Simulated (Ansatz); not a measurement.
# wB97X/def2-SVP run of CH5AlO2 (SMILES C[Al](O)O)

What is the electronic atomisation energy of CH5AlO2 at wB97X/def2-SVP? 

The calculation is run with Ansatz 0.2.0.

**1. Starting point**

CH5AlO2: 9 atoms, total charge 0, spin state singlet. SMILES: `C[Al](O)O`. Geometry: relaxed at PBE0-D4/def2-TZVP. This is one conformer, not always the lowest.

Bond lengths: C1–Al2 1.933 Å, Al2–O3 1.698 Å, Al2–O4 1.698 Å, C1–H5 1.093 Å, C1–H6 1.092 Å, C1–H7 1.094 Å, O3–H8 0.954 Å, O4–H9 0.955 Å. Some angles: C1–Al2–O3 118.6°, C1–Al2–O4 119.1°, O3–Al2–O4 122.3°, Al2–C1–H5 111.1°, Al2–C1–H6 111.7°, Al2–C1–H7 110.8°, Al2–O3–H8 125.6°, Al2–O4–H9 125.4°, H5–C1–H6 108.4°, H5–C1–H7 106.8°.

**2. A single-point energy at wB97X/def2-SVP**

Contents of run.yaml:

```yaml
crystal:
  periodic: [false, false, false]
  atoms:
    - symbol: C
      position_ang: [-0.025110, 1.109820, -1.034090]
    - symbol: Al
      position_ang: [-0.001290, -0.302910, 0.285630]
    - symbol: O
      position_ang: [0.957740, -1.672870, -0.006720]
    - symbol: O
      position_ang: [-0.933740, -0.131550, 1.694140]
    - symbol: H
      position_ang: [-0.226970, 0.712350, -2.032300]
    - symbol: H
      position_ang: [-0.780650, 1.863510, -0.803740]
    - symbol: H
      position_ang: [0.945840, 1.611200, -1.084700]
    - symbol: H
      position_ang: [1.048330, -2.422320, 0.577320]
    - symbol: H
      position_ang: [-0.984140, -0.767250, 2.404460]
basis:
  gaussian:
    orbitals: def2-SVP
hamiltonian:
  xc: {name: wB97X}
accuracy: high
output:
  orbitals: {seedname: orbitals}
```

Run with:

```console
$ ansatz run run.yaml --threads 1 --pin off --max-ram 3480MiB --events-out events.jsonl --progress --plain --runs-dir runs
```

Output:

```text
Warning: RAYON_NUM_THREADS=1 ignored (pool sized by the plan → 1); use --threads N
Functional definition: wB97X
  name "wB97X"
  parameter omega = 0.3/bohr
  parameter cx = 0.157706
  parameter cx1 = 0.726479
  parameter cx2 = 1.04760
  parameter cx3 = -5.70635
  parameter cx4 = 13.2794
  parameter css1 = -4.33879
  parameter css2 = 18.2308
  parameter css3 = -31.7430
  parameter css4 = 17.2901
  parameter cos1 = 2.37031
  parameter cos2 = -11.3995
  parameter cos3 = 6.58405
  parameter cos4 = -3.78132
  exchange = spin_sum(e_x_unif_sr(omega)*poly(b97_u_x, 1 - cx, cx1, cx2, cx3, cx4)) + cx*exact_x_sr(omega)
      + exact_x_lr(omega)
  correlation = spin_sum(e_c_pw_same_spin*poly(b97_u_same, 1, css1, css2, css3, css4))
      + integral(e_c_pw_opposite_spin*poly(b97_u_opposite, 1, cos1, cos2, cos3, cos4))
1886 factors; integrals over basis functions are off by at most 1.0e-8 eV
369 factors; integrals over basis functions are off by at most 2.0e-9 eV
mean field evaluation 1: about -11796.3470 eV, gradient 6.9e1 eV
mean field evaluation 2: about -11796.4263 eV, gradient 7.1e1 eV
mean field evaluation 4: about -11805.0565 eV, gradient 1.5e0 eV
mean field evaluation 8: about -11805.1687 eV, gradient 8.0e-2 eV
mean field evaluation 16: about -11805.1687 eV, gradient 1.8e-5 eV
mean field -11805.16874915 eV, -433.8319497005 hartree, gradient 3.7e-8 eV, S^2 0.000000; 0 other end points of the search recorded, 0 dependent functions left out
reference -11805.16874585 eV, -433.8319495793 hartree; 20, 20 occupied and 65, 65 virtual orbitals, 1886 factors
Total energy: -11805.16874585 eV, -433.8319495793 hartree
```

Wall time 16 s (1 thread of AMD EPYC 9R14 (Zen 4), shared host); peak memory 0.5 GiB.

**3. The Al atom**

Contents of input.yaml:

```yaml
basis:
  gaussian: {orbitals: def2-SVP}
crystal:
  periodic: [false, false, false]
  atoms:
    - {symbol: Al, position_ang: [0.000000, 0.000000, 0.000000]}
magnetization: {spin_polarized: true, initial_magnetization: 1}
hamiltonian: {xc: {name: wB97X}}
accuracy: high
```

Run the same way, it converges to -242.26640 Eh (log not shown).

**4. The C atom, same level**

Contents of job.yaml:

```yaml
crystal:
  periodic: [false, false, false]
  atoms:
    - {symbol: C, position_ang: [0.000000, 0.000000, 0.000000]}
basis:
  gaussian: {orbitals: def2-SVP}
magnetization: {spin_polarized: true, initial_magnetization: 2}
hamiltonian: {xc: {name: wB97X}}
accuracy: high
```

Run the same way, it converges to -37.80174 Eh (log not shown).

**5. The H atom, same level**

Contents of molecule.yaml:

```yaml
basis:
  gaussian:
    orbitals: def2-SVP
crystal:
  periodic: [false, false, false]
  atoms:
    - {symbol: H, position_ang: [0.000000, 0.000000, 0.000000]}
magnetization:
  spin_polarized: true
  initial_magnetization: 1
accuracy: high
hamiltonian:
  xc: {name: wB97X}
```

Run with:

```console
$ ansatz run molecule.yaml --threads 1 --pin off --max-ram 3480MiB --events-out events.jsonl --progress --plain --runs-dir runs
```

Output, shortened:

```text
Warning: RAYON_NUM_THREADS=1 ignored (pool sized by the plan → 1); use --threads N
[... 2 set-up lines as earlier in the session ...]
[...]
      + exact_x_lr(omega)
[...]
      + integral(e_c_pw_opposite_spin*poly(b97_u_opposite, 1, cos1, cos2, cos3, cos4))
15 factors; integrals over basis functions are off by at most 8.9e-10 eV
15 factors; integrals over basis functions are off by at most 7.0e-10 eV
[...]
mean field -13.62211750 eV, -0.5006035846 hartree, gradient 3.3e-9 eV, S^2 0.750000; 0 other end points of the search recorded, 0 dependent functions left out
reference -13.62211771 eV, -0.5006035924 hartree; 1, 0 occupied and 4, 5 virtual orbitals, 15 factors
Total energy: -13.62211771 eV, -0.5006035924 hartree
```

Run time: 0.34 s. Hardware: 1 thread of AMD EPYC 9R14 (Zen 4), shared host; peak memory 0.1 GiB.

**6. The O atom at the same level**

Changes to job.yaml since step 4:

```diff
@@ -3,3 +3,3 @@
   atoms:
-    - {symbol: C, position_ang: [0.000000, 0.000000, 0.000000]}
+    - {symbol: O, position_ang: [0.000000, 0.000000, 0.000000]}
 basis:
```

Run the same way, it converges to -74.98253 Eh (log not shown).

**7. Results**

Level: wB97X/def2-SVP.

| quantity | value |
| --- | --- |
| molecule: total energy | -433.83195 Eh |
| molecule: HOMO energy | -10.94 eV |
| molecule: LUMO energy | 2.22 eV |
| molecule: HOMO–LUMO gap | 13.16 eV |
| Al atom: total energy | -242.26640 Eh |
| Al atom: ⟨S²⟩ | 0.754 |
| C atom: total energy | -37.80174 Eh |
| C atom: ⟨S²⟩ | 2.005 |
| H atom: total energy | -0.50060 Eh |
| H atom: ⟨S²⟩ | 0.750 |
| O atom: total energy | -74.98253 Eh |
| O atom: ⟨S²⟩ | 2.003 |
| electronic atomisation energy | 35.258 eV |

**Reading.** Taking the molecule apart into free atoms costs 35.26 eV (813 kcal/mol), before zero-point energy and without spin-orbit coupling.
